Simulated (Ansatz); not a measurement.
Here is an Ansatz 0.2.0 calculation.

input.yaml

```yaml
crystal:
  lattice:
    - [3.0286, 0.0, 0.0]
    - [0.0, 3.0286, 0.0]
    - [0.0, 0.0, 3.0286]
  atoms:
    - { symbol: Si, position: [0.5, 0.5, 0.5] }
    - { symbol: F, position: [0.0, 0.0, 0.0] }
hamiltonian:
  xc: pbe
  pseudopotentials: { kind: paw }
kpoints:
  mp_grid: { grid: [9, 9, 9] }
scf:
  occupations: { method: fermi_dirac, width: 0.05 }
output:
  forces: true
  stress: true
  eigenvalues: true
relax:
  f_tol: 0.01
  max_steps: 40
  cell: { stress_tol: 0.05 }
```

Potentials or basis: Ansatz PAW.

Launch:

```console
$ ansatz run input.yaml --threads 2 --pin off --max-ram 5632MiB --backend cpu --events-out ev --progress --plain --runs-dir out
```

Task: What does it give for the space group after relaxing (to 0.05 Å)?

Result: Pm-3m (No. 221).

Task: What does it give for the relaxed volume?

Result: 13.93 Å³/atom.

Final structure:
```xyz
2
Lattice="3.0312 0.0000 0.0000 0.0000 3.0312 0.0000 0.0000 0.0000 3.0312" Properties=species:S:1:pos:R:3 pbc="T T T"
Si    1.5156    1.5156    1.5156
F     0.0000    0.0000    0.0000
```

Caveat: the pressure holds a Pulay correction of +0.5 GPa for the finite cutoff; an odd number of electrons without spin polarisation forces a metal; a magnetic or distorted state may lie lower.
